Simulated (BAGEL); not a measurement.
**doublet GeH2Cl2O+ at 3 levels**

Aim: a comparison of 3 runs (UHF/STO-3G, ROHF/6-31G*, UHF/6-31G*) of doublet GeH2Cl2O+. 

The results are computed with BAGEL 1.2.2.

3 further runs of the same task are left out: 3 that didn't finish.

## 1. Starting point

The species is GeH2Cl2O+ (6 atoms), meant as a doublet with charge +1. As SMILES of the parent species, `[OH][GeH]([Cl])[Cl]`. The shape is that of a PBE0-D4/def2-TZVP optimisation. This is one conformer, not always the lowest. That shape belongs to the parent species and isn't relaxed for this state.

Bond lengths: O1–Ge2 1.752 Å, Ge2–Cl3 2.137 Å, Ge2–Cl4 2.137 Å, O1–H5 0.961 Å, Ge2–H6 1.521 Å. Angles: O1–Ge2–Cl3 109.7°, O1–Ge2–Cl4 109.7°, Cl3–Ge2–Cl4 106.8°, O1–Ge2–H6 108.2°, Cl3–Ge2–H6 111.2°, Cl4–Ge2–H6 111.3°, Ge2–O1–H5 113.6°.

## 2. The energy at UHF/STO-3G (density fitting with qzvpp-jkfit) (run 1)

calc.json reads:

```json
{ "bagel": [

{
  "title": "molecule",
  "basis": "sto-3g",
  "df_basis": "qzvpp-jkfit",
  "angstrom": true,
  "geometry": [
    { "atom": "O", "xyz": [      -0.161000,       1.291000,      -0.614200 ] },
    { "atom": "Ge", "xyz": [      -0.065400,      -0.148800,       0.378900 ] },
    { "atom": "Cl", "xyz": [       1.948500,      -0.862600,       0.421700 ] },
    { "atom": "Cl", "xyz": [      -1.252400,      -1.700600,      -0.487400 ] },
    { "atom": "H", "xyz": [       0.126400,       1.152000,      -1.521000 ] },
    { "atom": "H", "xyz": [      -0.554000,       0.204900,       1.775700 ] }
  ]
},

{
  "title": "uhf",
  "charge": 1,
  "nopen": 1
},

{
  "title": "print",
  "file": "orbitals.molden",
  "orbitals": true
}

]}
```

Launch:

```
$ BAGEL_NUM_THREADS=1 BAGEL calc.json > calc.out
```

The log of the run:

```text
* using 1 threads per process

  ===============================================================
  ===============================================================

  *** Geometry ***

  { "atom" : "O", "xyz" : [     -0.304246,      2.439636,     -1.160670 ] },
  { "atom" : "Ge", "xyz" : [     -0.123588,     -0.281191,      0.716017 ] },
  { "atom" : "Cl", "xyz" : [      3.682131,     -1.630078,      0.796898 ] },
  { "atom" : "Cl", "xyz" : [     -2.366693,     -3.213668,     -0.921053 ] },
  { "atom" : "H", "xyz" : [      0.238861,      2.176964,     -2.874273 ] },
  { "atom" : "H", "xyz" : [     -1.046908,      0.387205,      3.355587 ] },

  Number of auxiliary basis functions:      635

  Since a DF basis is specified, we compute 2- and 3-index integrals:
    o Being stored without compression. Storage requirement is 0.009 GB

  Number of basis functions:       43
  Number of electrons      :       76

    * METHOD: MOLECULE                             0.39

  *** Open-shell HF ***

  === Nuclear Repulsion ===
   472.3860354439

      * DIIS with orbital gradients will be used.

  === UHF iteration (sto-3g) ===
      0      -3035.61757414          0.02165482           0.15
      1      -3035.74791789          0.00513218           0.11
      2      -3035.75566078          0.00162324           0.11
      3      -3035.75661720          0.00058183           0.12
      4      -3035.75683255          0.00005933           0.13
      5      -3035.75684385          0.00001584           0.11
      6      -3035.75684667          0.00000558           0.11
      7      -3035.75684731          0.00000298           0.11
      8      -3035.75684740          0.00000217           0.10
      9      -3035.75684740          0.00000174           0.10
     10      -3035.75684741          0.00000144           0.10
     11      -3035.75684742          0.00000092           0.10
     12      -3035.75684742          0.00000036           0.12
     13      -3035.75684743          0.00000013           0.10
     14      -3035.75684743          0.00000006           0.10
     15      -3035.75684743          0.00000002           0.10
     16      -3035.75684743          0.00000001           0.12
    * SCF iteration converged.

    * S^2 (UHF) is 0.7562

    * Permanent dipole moment:
           (    0.411300,    -2.530252,     0.900694) a.u.

    * METHOD: UHF                                  2.07

    * METHOD: PRINT                                0.00

  ===============================================================
```

Wall time 3.6 s (1 thread of Intel Xeon 6975P-C (Granite Rapids), shared host); peak memory 0.1 GiB.

## 3. The energy at ROHF/6-31G(d) (density fitting with qzvpp-jkfit, spherical functions) (run 2)

calc.json reads:

```json
{ "bagel": [

{
  "title": "molecule",
  "basis": "6-31gs.json",
  "df_basis": "qzvpp-jkfit",
  "angstrom": true,
  "geometry": [
    { "atom": "O", "xyz": [   -0.161000,    1.291000,   -0.614200 ] },
    { "atom": "Ge", "xyz": [   -0.065400,   -0.148800,    0.378900 ] },
    { "atom": "Cl", "xyz": [    1.948500,   -0.862600,    0.421700 ] },
    { "atom": "Cl", "xyz": [   -1.252400,   -1.700600,   -0.487400 ] },
    { "atom": "H", "xyz": [    0.126400,    1.152000,   -1.521000 ] },
    { "atom": "H", "xyz": [   -0.554000,    0.204900,    1.775700 ] }
  ]
},
{
  "title": "rohf",
  "charge": 1,
  "nopen": 1
},
{
  "title": "print",
  "file": "orbitals.molden",
  "orbitals": true
}

]}
```

The basis set 6-31G* is read from a file made from the Basis Set Exchange's data (not shown).

Launch:

```
$ BAGEL_NUM_THREADS=1 BAGEL calc.json > calc.out
```

The log of the run:

```text
* using 1 threads per process

  ===============================================================
  ===============================================================

  *** Geometry ***

  { "atom" : "O", "xyz" : [     -0.304246,      2.439636,     -1.160670 ] },
  { "atom" : "Ge", "xyz" : [     -0.123588,     -0.281191,      0.716017 ] },
  { "atom" : "Cl", "xyz" : [      3.682131,     -1.630078,      0.796898 ] },
  { "atom" : "Cl", "xyz" : [     -2.366693,     -3.213668,     -0.921053 ] },
  { "atom" : "H", "xyz" : [      0.238861,      2.176964,     -2.874273 ] },
  { "atom" : "H", "xyz" : [     -1.046908,      0.387205,      3.355587 ] },

  Number of auxiliary basis functions:      635

  Since a DF basis is specified, we compute 2- and 3-index integrals:
    o Being stored without compression. Storage requirement is 0.038 GB

  Number of basis functions:       86
  Number of electrons      :       76

    * METHOD: MOLECULE                             0.43

  *** Open-shell HF ***

  === Nuclear Repulsion ===
   472.3860354439

      * DIIS with orbital gradients will be used.

  === ROHF iteration (6-31gs.json) ===
      0      -3069.49117937          0.03550958           0.26
      1      -3069.61402895          0.02692867           0.27
      2      -3069.66391051          0.01952478           0.25
      3      -3069.71293402          0.00118340           0.25
      4      -3069.71403116          0.00084083           0.25
      5      -3069.71494742          0.00069131           0.28
      6      -3069.71644242          0.00049339           0.28
      7      -3069.71738407          0.00027610           0.26
      8      -3069.71765548          0.00022911           0.25
      9      -3069.71771170          0.00026602           0.28
     10      -3069.71762945          0.00019377           0.29
     11      -3069.71758947          0.00011851           0.26
     12      -3069.71762000          0.00008552           0.27
     13      -3069.71765378          0.00007376           0.30
     14      -3069.71767704          0.00006758           0.27
     15      -3069.71770756          0.00006596           0.27
[... 47 lines of this table left out ...]
     63      -3069.71781499          0.00000001           0.34
     64      -3069.71781499          0.00000001           0.35
     65      -3069.71781499          0.00000001           0.26
     66      -3069.71781499          0.00000001           0.23
     67      -3069.71781499          0.00000001           0.23
     68      -3069.71781499          0.00000001           0.25
     69      -3069.71781499          0.00000001           0.38
     70      -3069.71781499          0.00000001           0.26
    * SCF iteration converged.

    * S^2 (ROHF) is 0.7500

    * Permanent dipole moment:
           (   -0.091964,     0.442377,    -0.065462) a.u.

    * METHOD: ROHF                                19.22

    * METHOD: PRINT                                0.01

  ===============================================================
```

Run time: 21 s. Hardware: 1 thread of Intel Xeon 6975P-C (Granite Rapids), shared host; peak memory 0.18 GiB.

## 4. The energy at UHF/6-31G(d) (density fitting with qzvpp-jkfit, spherical functions) (run 3)

input.json reads:

```json
{ "bagel" : [

{
  "title" : "molecule",
  "basis" : "6-31gs.json",
  "df_basis" : "qzvpp-jkfit",
  "angstrom" : true,
  "geometry" : [
    { "atom" : "O", "xyz" : [      -0.161000,       1.291000,      -0.614200 ] },
    { "atom" : "Ge", "xyz" : [      -0.065400,      -0.148800,       0.378900 ] },
    { "atom" : "Cl", "xyz" : [       1.948500,      -0.862600,       0.421700 ] },
    { "atom" : "Cl", "xyz" : [      -1.252400,      -1.700600,      -0.487400 ] },
    { "atom" : "H", "xyz" : [       0.126400,       1.152000,      -1.521000 ] },
    { "atom" : "H", "xyz" : [      -0.554000,       0.204900,       1.775700 ] }
  ]
},

{
  "title" : "uhf",
  "charge" : 1,
  "nopen" : 1
},

{
  "title" : "print",
  "file" : "orbitals.molden",
  "orbitals" : true
}

]}
```

The basis set 6-31G* is read from a file made from the Basis Set Exchange's data (not shown).

Launch:

```
$ BAGEL_NUM_THREADS=1 BAGEL input.json > input.out
```

The log of the run:

```text
* using 1 threads per process

  ===============================================================
  ===============================================================

  *** Geometry ***

  { "atom" : "O", "xyz" : [     -0.304246,      2.439636,     -1.160670 ] },
  { "atom" : "Ge", "xyz" : [     -0.123588,     -0.281191,      0.716017 ] },
  { "atom" : "Cl", "xyz" : [      3.682131,     -1.630078,      0.796898 ] },
  { "atom" : "Cl", "xyz" : [     -2.366693,     -3.213668,     -0.921053 ] },
  { "atom" : "H", "xyz" : [      0.238861,      2.176964,     -2.874273 ] },
  { "atom" : "H", "xyz" : [     -1.046908,      0.387205,      3.355587 ] },

  Number of auxiliary basis functions:      635

  Since a DF basis is specified, we compute 2- and 3-index integrals:
    o Being stored without compression. Storage requirement is 0.038 GB

  Number of basis functions:       86
  Number of electrons      :       76

    * METHOD: MOLECULE                             0.57

  *** Open-shell HF ***

  === Nuclear Repulsion ===
   472.3860354439

      * DIIS with orbital gradients will be used.

  === UHF iteration (6-31gs.json) ===
      0      -3069.49117937          0.03550958           0.35
      1      -3069.62182772          0.02686189           0.28
      2      -3069.67397806          0.01945533           0.23
      3      -3069.72253382          0.00108654           0.27
      4      -3069.72380564          0.00064698           0.34
      5      -3069.72446112          0.00041566           0.32
      6      -3069.72499918          0.00027458           0.33
      7      -3069.72534259          0.00016165           0.33
      8      -3069.72544291          0.00014234           0.33
      9      -3069.72551984          0.00015799           0.25
     10      -3069.72547752          0.00013369           0.26
     11      -3069.72546598          0.00008706           0.25
     12      -3069.72550142          0.00004586           0.30
     13      -3069.72551924          0.00003195           0.32
     14      -3069.72552429          0.00002608           0.32
     15      -3069.72552751          0.00002473           0.30
[... 76 lines of this table left out ...]
     92      -3069.72554117          0.00000002           0.24
     93      -3069.72554117          0.00000001           0.24
     94      -3069.72554117          0.00000001           0.24
     95      -3069.72554117          0.00000001           0.25
     96      -3069.72554117          0.00000001           0.24
     97      -3069.72554117          0.00000001           0.24
     98      -3069.72554117          0.00000001           0.24
     99      -3069.72554117          0.00000001           0.23
    * SCF iteration converged.

    * S^2 (UHF) is 0.7902

    * Permanent dipole moment:
           (   -0.063288,     0.407077,    -0.133676) a.u.

    * METHOD: UHF                                 27.19

    * METHOD: PRINT                                0.01

  ===============================================================
```

Run time: 29 s. Hardware: 1 thread of Intel Xeon 6975P-C (Granite Rapids), shared host; peak memory 0.18 GiB.

## 5. Overview of the runs

| run | level | energy (Eh) | ⟨S²⟩ | wall time |
| --- | --- | --- | --- | --- |
| 1 | UHF/STO-3G (density fitting with qzvpp-jkfit) | -3035.756847 | 0.756 | 3.6 s |
| 2 | ROHF/6-31G* (density fitting with qzvpp-jkfit, spherical functions) | -3069.717815 | 0.750 | 21 s |
| 3 | UHF/6-31G* (density fitting with qzvpp-jkfit, spherical functions) | -3069.725541 | 0.790 | 29 s |

## 6. Summary of results

```
           quantity           value
run 3: total energy  -3069.72554 Eh
        run 3: ⟨S²⟩           0.790
```

In run 1 the basis is minimal, so the values are rough. All runs together took 53 s, the longest 29 s.
